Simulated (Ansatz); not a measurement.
# BiTe: the cost of one run

Method: DFT, LDA, PAW with Ansatz's default frozen-core files, scalar-relativistic, in Ansatz 0.2.0.

## Step 1: The starting structure

It takes space group Fm-3m (No. 225, cubic). The conventional cell has a = 6.507 Å, b = 6.507 Å, c = 6.507 Å, α = 90.00°, β = 90.00°, γ = 90.00°. Around Bi (site symmetry m-3m) lie 6 Te at 3.25 Å. Te (site symmetry m-3m) is surrounded by 6 Bi at 3.25 Å.

Coordinates:

```cif
data_structure
_symmetry_space_group_name_H-M 'P 1'
_symmetry_Int_Tables_number 1
_cell_length_a 4.6009
_cell_length_b 4.6009
_cell_length_c 4.6009
_cell_angle_alpha 60.000
_cell_angle_beta 60.000
_cell_angle_gamma 60.000
_cell_volume 68.87
loop_
_atom_site_label
_atom_site_type_symbol
_atom_site_fract_x
_atom_site_fract_y
_atom_site_fract_z
_atom_site_occupancy
Bi1 Bi 0.00000 0.00000 0.00000 1
Te1 Te 0.50000 0.50000 0.50000 1
```

Whether this phase is the stable one at these pressures isn't tested.

Atoms are numbered in the order of the input: Bi1, Te2.

## Step 2: Volume scaled by 1, PAW

File input.yaml:

```yaml
crystal:
  lattice:
    - [0.0, 3.253316, 3.253316]
    - [3.253316, 0.0, 3.253316]
    - [3.253316, 3.253316, 0.0]
  atoms:
    - { symbol: Bi, position: [0.0, 0.0, 0.0] }
    - { symbol: Te, position: [0.5, 0.5, 0.5] }
kpoints:
  mp_grid: { grid: [10, 10, 10] }
  band_path:
    path:
      - [0.0, 0.0, 0.0]
      - [0.5, 0.0, 0.5]
      - [0.625, 0.25, 0.625]
      - [0.375, 0.375, 0.75]
      - [0.0, 0.0, 0.0]
      - [0.5, 0.5, 0.5]
      - [0.5, 0.25, 0.75]
      - [0.5, 0.0, 0.5]
    npoints: 6
scf:
  occupations: { method: fermi_dirac, width: 0.05 }
hamiltonian:
  xc: lda
  pseudopotentials: { kind: paw }
output:
  forces: true
  stress: true
  eigenvalues: true
  populations: true
  write_density: true
  write_potential: true
  elf: true
  volumetric_format: npy
```

The run is started by

```console
ansatz run input.yaml --threads 1 --pin off --max-ram 2048MiB --backend cpu --events-out ev --progress --plain --runs-dir out
```

Q: Estimate wall time and peak memory on 1 thread of Arm Neoverse V2, shared host.

About 5.3 s, with a peak of 0.35 GiB.
